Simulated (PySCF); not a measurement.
# CH5B2F3Si: the cost of one run

Programs: PySCF 2.14.0, with density-fitted response routines of our own. Each step states its level of theory. These are calculated values for one molecule in the gas phase, unless marked as measured. Atoms count from 0, in the outputs and in this text.

**1. The molecule as given**

12 atoms, charge 0, multiplicity 1; geometry from: GFN2-xTB.

Bonds of the start (Å): B0–Si1 1.96, Si1–B2 1.96, Si1–C3 1.98, C3–F4 1.35, C3–F5 1.35, C3–F6 1.35, B0–H7 1.17, B0–H8 1.17, Si1–H9 1.48, B2–H10 1.17, B2–H11 1.17.

**2. Ultraviolet spectrum: B3LYP/def2-SVPD**

What the job is given:

```
{"job": {"kind": "uv", "xc": "B3LYP", "basis": "def2-SVPD", "nstates": 8, "ntriplets": 3}, "charge": 0, "multiplicity": 1}
B     -1.197116     1.442979     0.622466
Si     0.107061     0.428733    -0.434317
B      1.908203     0.387043     0.340226
C     -0.531614    -1.441870    -0.451583
F     -0.605967    -1.961052     0.795397
F     -1.765911    -1.583068    -0.983843
F      0.268217    -2.277117    -1.151325
H     -1.393337     2.573263     0.401880
H     -1.754093     0.965215     1.531549
H      0.054776     0.666085    -1.896246
H      2.198385    -0.372032     1.179800
H      2.712594     1.171134     0.019968
```

With the program's defaults for keys left out, this is: TDDFT B3LYP/def2-SVPD, vertical, gas phase, core orbitals frozen in the response.

Started as:

```bash
$ OMP_NUM_THREADS=1 python probes_run.py task.json out
```

One launch serves the whole session: the jobs run in the order shown.

**Question.** How long does this job take on 1 thread of Arm Neoverse N1, shared host, and how much memory does it need?

About 46 s, with a peak of 0.8 GiB.
